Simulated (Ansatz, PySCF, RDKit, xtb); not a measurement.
# CH7Ge2NSi: which of the isomers drawn lies lowest?

Which of a sample of isomers of CH7Ge2NSi is the most stable in the gas at 298.15 K, and what are its properties? The sample is small against all isomers, and the most stable one of this formula need not be in it.

Plan: many cheap relaxations first (GFN2-xTB), then density-functional screening, relaxation at PBE-D3(BJ)/def2-SVP, vibrations (at GFN2-xTB) and a final energy. The numbers are computed, not measured.

## (1) Possible bonding patterns

Isomers were taken from a list of plausible structures; this is a sample, not all of them. That gives 4 candidates.

```
label                      SMILES     spin
 c256      N#C[SiH]([GeH3])[GeH3]  singlet
 c572  N#[C][Ge@@H]([SiH3])[GeH3]  singlet
 c580       N#C[SiH2][GeH2][GeH3]  singlet
 c728     N#[C][GeH2][SiH2][GeH3]  singlet
```

Candidates are built by distance geometry, with a force field where one applies, in up to four conformers (letters a to d).

**Question.** With final energies at CCSD(T)/def2-SVP + MP2/def2-TZVPP - MP2/def2-SVP, which structure will this search put lowest in free energy, and by what margin?

| quantity | value |
| --- | --- |
| lowest structure found | N#C[SiH2][GeH2][GeH3], singlet |
| next finalist | N#[C][Ge@@H]([SiH3])[GeH3], singlet, 2.1 kcal/mol higher in G |
| share at equilibrium, among the finalists | 96.6 % |
| dipole moment (PBE0/def2-SVPD) | 3.57 D |
| HOMO energy (PBE0/def2-SVPD) | -8.26 eV |
| LUMO energy (PBE0/def2-SVPD) | -0.93 eV |
| HOMO–LUMO gap (PBE0/def2-SVPD) | 7.33 eV |
| lowest excitation (TD-PBE0/def2-SVPD) | 6.22 eV (f = 0.035) |
| strongest of the states computed, same level | 6.66 eV (f = 0.230) |
| lowest triplet excitation, same level, Tamm-Dancoff | 5.35 eV |
| vertical ionisation energy | 10.00 eV |
| vertical electron affinity | -0.48 eV (unbound: the value depends on the basis) |
| vertical triplet less singlet | +5.58 eV |

The lowest structure found is `N#C[SiH2][GeH2][GeH3]`. The margin, 2.1 kcal/mol, is modest. HF/STO-3G, r2SCAN-D4/def2-SVP, PBE-D3(BJ)/def2-SVP, HF/def2-SVP and MP2/def2-SVP already put its bonding pattern lowest among the structures in one piece; GFN2-xTB favours the singlet N#[C][Ge@@H]([SiH3])[GeH3]. The search is not exhaustive (a finite list of starts, one conformer a finalist), so a lower isomer can't be ruled out. Only 4 drawn patterns were tried, so whole families of isomers are missing, and the result ranks this sample alone. The lowest isomer need not be the one that is made and kept in a bottle, which depends on barriers.
